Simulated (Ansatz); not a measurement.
# MgSi2N2: the cost of one run

Computed with Ansatz 0.2.0 (DFT PBE, scalar-relativistic, plane waves, PAW, unless a step's input says otherwise).

## (1) Starting point

Symmetry: Cmmm, No. 65, orthorhombic system. The conventional cell has a = 5.250 Å, b = 6.602 Å, c = 4.126 Å, α = 90.00°, β = 90.00°, γ = 90.00°. Mg (site symmetry mmm) has 4 Si at 2.75 Å and 4 N at 2.92 Å as nearest neighbours. Si (site symmetry m2m) has 2 N at 1.67 Å as nearest neighbours. Around N (site symmetry mm2) lie 1 N at 1.55 Å and 2 Si at 1.67 Å.

Coordinates:

```cif
data_structure
_symmetry_space_group_name_H-M 'Cmmm'
_symmetry_Int_Tables_number 65
_cell_length_a 5.2499
_cell_length_b 6.6019
_cell_length_c 4.1257
_cell_angle_alpha 90.000
_cell_angle_beta 90.000
_cell_angle_gamma 90.000
_cell_volume 142.99
loop_
_atom_site_label
_atom_site_type_symbol
_atom_site_symmetry_multiplicity
_atom_site_Wyckoff_symbol
_atom_site_fract_x
_atom_site_fract_y
_atom_site_fract_z
_atom_site_occupancy
Mg1 Mg 2 c 0.50000 0.00000 0.50000 1
Si1 Si 4 i 0.50000 0.27575 0.00000 1
N1 N 4 k 0.00000 0.00000 0.18755 1
```

Recipe of the guess: random cell by space group and Wyckoff sites (Cmmm, No. 65). The dimensions are guesses.

## (2) A first look at the guess

input.yaml reads:

```yaml
crystal:
  lattice:
    - [2.62493719, -3.30093445, 0.0]
    - [2.62493719, 3.30093445, 0.0]
    - [0.0, 0.0, 4.12569663]
  atoms:
    - { symbol: Mg, position: [0.5, 0.5, 0.5] }
    - { symbol: Si, position: [0.22425215, 0.77574785, 0.0] }
    - { symbol: Si, position: [0.77574785, 0.22425215, 0.0] }
    - { symbol: "N", position: [0.0, 0.0, 0.18755324] }
    - { symbol: "N", position: [0.0, 0.0, 0.81244676] }
basis:
  ecutwfc: 420
kpoints:
  mp_grid: { grid: [4, 4, 4] }
hamiltonian:
  xc: pbe
scf:
  occupations: { method: gaussian, width: 0.1 }
  lower_state_search: "off"
output:
  forces: true
  stress: true
  eigenvalues: true
```

On the command line:

```
ansatz run input.yaml --threads 1 --pin off --max-ram 2560MiB --backend cpu --events-out ev --progress --plain --runs-dir out
```

**Question.** How long does this run take on 1 thread of AMD EPYC (Zen 3), shared host, and how much memory does it need?

About 3.5 s, with a peak of 0.35 GiB.
